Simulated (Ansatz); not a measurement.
# GaSi3S2: the cost of one run

Program: Ansatz 0.2.0. Level of theory: DFT PBE, scalar-relativistic, plane waves, PAW. These are calculated values, not measurements.

## (1) The system as given

Symmetry: P-3m1, No. 164, trigonal system. Conventional cell: a = 4.502 Å, b = 4.502 Å, c = 5.638 Å, α = 90.00°, β = 90.00°, γ = 120.00°. Ga (site symmetry -3m) has 8 Si at 2.82 to 2.89 Å and 6 S at 3.04 Å as nearest neighbours. Si (site symmetry 3m) has 5 S at 2.62 to 2.84 Å and 3 Ga at 2.89 Å as nearest neighbours. Around Si (site symmetry -3m) lie 2 Ga at 2.82 Å and 6 S at 2.88 Å. Around S (site symmetry 3m) lie 8 Si at 2.62 to 2.88 Å and 3 Ga at 3.04 Å.

Coordinates:

```
Ga Si S
1.0
     4.50199    0.00000    0.00000
    -2.25099    3.89883    0.00000
     0.00000    0.00000    5.63762
Ga Si S
1 3 2
Direct
  0.00000 0.00000 0.50000
  0.33333 0.66667 0.72378
  0.66667 0.33333 0.27622
  0.00000 0.00000 0.00000
  0.33333 0.66667 0.21914
  0.66667 0.33333 0.78086
```

A structure generator made this guess: species swapped into a database cell of Sn2Pd3Au (P-3m1, No. 164), with S on the Sn sites, Si on the Pd sites and Ga on the Au sites. The dimensions are guesses.

## (2) The guess as it stands, on a coarse mesh

Contents of input.yaml:

```yaml
crystal:
  lattice:
    - [4.50198589, 0.0, 0.0]
    - [-2.25099294, 3.89883414, 0.0]
    - [0.0, 0.0, 5.63762219]
  atoms:
    - { symbol: Ga, position: [0.0, 0.0, 0.5] }
    - { symbol: Si, position: [0.33333333, 0.66666667, 0.72377902] }
    - { symbol: Si, position: [0.66666667, 0.33333333, 0.27622098] }
    - { symbol: Si, position: [0.0, 0.0, 0.0] }
    - { symbol: S, position: [0.33333333, 0.66666667, 0.21914101] }
    - { symbol: S, position: [0.66666667, 0.33333333, 0.78085899] }
basis:
  ecutwfc: 420
kpoints:
  mp_grid: { grid: [6, 6, 4] }
hamiltonian:
  xc: pbe
scf:
  occupations: { method: gaussian, width: 0.1 }
  lower_state_search: "off"
output:
  forces: true
  stress: true
  eigenvalues: true
```

Run with:

```
$ ansatz run input.yaml --threads 1 --pin off --max-ram 2560MiB --backend cpu --events-out ev --progress --plain --runs-dir out
```

What time and memory should one allow on 1 thread of Intel Xeon Platinum 8259CL at 2.50GHz (Skylake/Cascade Lake), shared host?

About 4 s, with a peak of 0.42 GiB.
